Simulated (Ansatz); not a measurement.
**GaPHS (doublet): wave-function methods side by side at distance P1–Ga2 = 3.629 Å, cc-pVDZ**

An exercise on one series of results from a longer session: the logs are not shown, and one member is left open.

Program: Ansatz 0.2.0, Gaussian basis. Level of theory: cc-pVDZ, core rule «outside noble gas», up to 24 orbitals frozen. These are calculated values, not measurements.

To be run: UHF; CCSD(T) on ROHF; CCSD(T) on UHF; BCCD(T) on ROHF; CISD; CCSDT(Q) on ROHF; CCSDT(Q) on UHF; CASSCF and MRCISD+Q, 3 electrons in 3 orbitals; CASSCF and NEVPT2, 3 electrons in 3 orbitals.

49 further runs of the same task are left out: 7 for a known fault of the program, 4 for a mislabelled method, 30 that didn't finish, 8 set aside as unsound or not needed.

**The geometry**

The geometry derives from a PBE0/def2-TZVP stationary point (not a proven minimum). One bond is set to the value named and the two fragments are kept rigid. No spin-orbit coupling is included. The filled d shell of Ga may be among the frozen orbitals whatever the setting's name suggests; the logs give the count.

4 atoms, charge 0, spin multiplicity 2.

Atoms are counted from 1 here; the program's logs count them from 0.

Bond lengths: P1–H4 1.428 Å, Ga2–S3 2.019 Å.

As a file:

```xyz
4

P    -0.00001   -0.42338    2.31033
Ga    0.00001   -0.29592   -1.31643
S     0.00000   -0.28456   -3.33548
H    -0.00001    1.00386    2.34158
```

Set-up of the first run:

in.yaml reads:

```yaml
crystal:
  periodic: [false, false, false]
  atoms:
    - {symbol: P, position_ang: [-0.000007, -0.423379, 2.310330]}
    - {symbol: Ga, position_ang: [0.000013, -0.295922, -1.316432]}
    - {symbol: S, position_ang: [0.000000, -0.284557, -3.335481]}
    - {symbol: H, position_ang: [-0.000006, 1.003858, 2.341583]}
basis:
  gaussian: {orbitals: cc-pVDZ}
magnetization: {spin_polarized: true, initial_magnetization: 1}
hamiltonian: {xc: hf}
output: {orbitals: {seedname: orbitals}}
```

Command:

```sh
$ ansatz run in.yaml --threads 1 --pin off --events-out ev --progress --plain --max-ram 2393MiB
```

Among the steps run: UHF; CCSD(T) on ROHF; CCSD(T) on UHF; BCCD(T) on ROHF; CISD; CCSDT(Q) on ROHF; CCSDT(Q) on UHF; CASSCF and MRCISD+Q, 3 electrons in 3 orbitals; CASSCF and NEVPT2, 3 electrons in 3 orbitals.

One of the session's tables, all rows but one given; the rest of the session is left out.

It belongs to the step «Misses and costs». 

| method | from RCCSDT(Q) (meV) |
| --- | --- |
| ROHF | +9979.5 |
| UHF | +8473.4 |
| RMP2 | +1999.2 |
| UMP2 | +1628.6 |
| RCCSD | +665.7 |
| UCCSD | +498.8 |
| RCCSD(T) | +135.7 |
| UCCSD(T) | +177.1 |
| BCCD(T) | ? |
| RCCSDT | +65.2 |
| UCCSDT | +68.6 |
| RCCSDT(Q) | 0 |
| UCCSDT(Q) | +13.2 |
| CASSCF pair | +8556.3 |
| NEVPT2 pair | +1380.5 |
| MRCISD pair | +1344.2 |
| MRCISD+Q pair | +258.0 |

Estimate the missing values for BCCD(T).

The run gave: from RCCSDT(Q) (meV): +177.4. In the column «from RCCSDT(Q) (meV)» it lies between UCCSD(T) (+177.1) and MRCISD+Q pair (+258.0).

Not comparable, so not listed: CISD (they don't share determinant, frozen orbitals or solution with the rows shown, or repeat one).

Caveats from the session: The determinant is far from a pure spin state, so its energy mixes those of several spin states (harmless only where they are near-degenerate, as at dissociation). The report flags that the cluster equations may have other roots. The program flags RCCSD(T), BCCD(T), RCCSDT(Q) as in doubt, so the zero of the table is itself unsure. Warnings: spin contamination; large T1 diagnostic. Restricted and unrestricted rows rest on different reference determinants; where their highest levels disagree by more than a few hundredths of an eV, they describe different states and don't form one ladder.
